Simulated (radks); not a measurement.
# Ionising silver step by step, Ag¹⁶⁺ to Ag²⁴⁺

One table from this session's results is given with a row withheld; the runs are named, their logs left out.

Program: radks (a radial shooting solver on a logarithmic mesh, Libxc functionals) version 1. Level of theory: non-relativistic Kohn-Sham, TPSS, spin-polarised, spherical densities, point nucleus; open shells are filled with parallel spins first. These are calculated values, not measurements, unless marked.

## The system

```
element             : silver (Z = 47)
charges             : 16 to 24
first configuration : [Ar] 3d10 4s2 4p1
last configuration  : [Ar] 3d5
```

The outer shells:

Ag¹⁶⁺
```
[Ar] core
3d [↑↓][↑↓][↑↓][↑↓][↑↓]
4s [↑↓]
4p [↑ ][  ][  ]
```

Ag²⁴⁺
```
[Ar] core
3d [↑ ][↑ ][↑ ][↑ ][↑ ]
```

The first run:

Input:

```text
Z 47
configuration [Ar] 3d10 4s2 4p1
relativity non-relativistic
functional tpss,tpss
spin polarised
nucleus point
```

Steps of the session up to this table: Ag¹⁶⁺, [Ar] 3d10 4s2 4p1; Ag¹⁷⁺, [Ar] 3d10 4s2; Ag¹⁸⁺, [Ar] 3d10 4s1; Ag¹⁹⁺, [Ar] 3d10; Ag²⁰⁺, [Ar] 3d9; Ag²¹⁺, [Ar] 3d8; Ag²²⁺, [Ar] 3d7; Ag²³⁺, [Ar] 3d6; Ag²⁴⁺, [Ar] 3d5.

One table of the session follows, with a row left open; its other results are not shown here.

| species | Δ-SCF (eV) | −ε(HOMO) (eV) |
| --- | --- | --- |
| Ag¹⁶⁺ | 400.84 | 388.48 |
| Ag¹⁷⁺ | 461.73 | 449.47 |
| Ag¹⁸⁺ | 491.00 | 478.52 |
| Ag¹⁹⁺ | ? | ? |
| Ag²⁰⁺ | 953.52 | 921.66 |
| Ag²¹⁺ | 1018.1 | 985.59 |
| Ag²²⁺ | 1083.8 | 1050.8 |
| Ag²³⁺ | 1150.6 | 1117.1 |

Estimate the missing values for Ag¹⁹⁺.

The run gave: Δ-SCF (eV): 890.25; −ε(HOMO) (eV): 859.07. In the column «Δ-SCF (eV)» it lies between Ag¹⁸⁺ (491.00) and Ag²⁰⁺ (953.52).

There the highest level belongs to another shell. Minus the highest eigenvalue gives 96 to 97 % of the Δ-SCF value along the ladder. Relativity is left out here, which matters for elements this heavy. Open shells are spherical and high-spin; term and fine-structure splittings are not resolved.
